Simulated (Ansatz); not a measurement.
Runs of Ansatz 0.2.0 on HfIn4SiO6. The structure is trigonal, space group P312 (No. 149). The conventional cell has a = 5.277 Å, b = 5.277 Å, c = 10.559 Å, α = 90.00°, β = 90.00°, γ = 120.00°. Hf (site symmetry 32) is surrounded by 6 O at 2.10 Å. Around In (site symmetry 3) lie 3 O at 2.62 Å. In (site symmetry 3) is surrounded by 3 O at 2.32 Å. Si (site symmetry 32) is surrounded by 6 O at 1.83 Å. O (site symmetry 1) has 1 Si at 1.83 Å and 1 Hf at 2.10 Å as nearest neighbours. The cell was built by a generator and needn't be a form met in nature.

```csv
task,level,potentials or basis,cell,k mesh,cutoff (eV),mesh quality,gap on the mesh (eV),pressure (GPa),largest force (eV/Å)
relaxation of cell and atoms,PBEsol+D3(BJ),Ansatz PAW,relaxed,4 × 4 × 2,420,not flagged,none,0.0,-
single point,PBE,SPMS NC,as given,6 × 6 × 3,1034,not flagged,none,-0.3,0.11
single point,HSE03,Ansatz PAW,as given,3 × 3 × 1,420,coarse,(b),(a),0.35
single point,PBE,PseudoDojo standard (PBE files),as given,6 × 6 × 3,1143,not flagged,none,-0.3,0.12
```

Alike in all rows: no spin polarisation; smearing fermi-dirac 0.05 eV.

Problem. Fill in the values left out.

Solution. (a) -2.8; (b) 0.12.

Caveats: some runs use coarse meshes; the PAW data sets come from PBE, with cores solved anew for the run's functional, which leaves a small shift of forces and pressure (some runs); the plane-wave basis is chosen anew once the cell has moved, so the energies of steps on either side of that aren't comparable (some runs); pairwise dispersion overbinds metals, which lowers pressure and volume (some runs); odd divisions of the mesh miss points on the zone boundary, where band edges often lie, so the gap on the mesh can be too wide (some runs); spin-orbit coupling is left out, which moves the levels of the heavy elements (some runs); the thresholds are loose for stress (some runs).

A k mesh can miss the band edges, and the runs leave out spin-orbit coupling on Hf, In.

A gap of «none» marks a metal or a gap under the smearing width.

The runs don't all hold the same shells in valence.
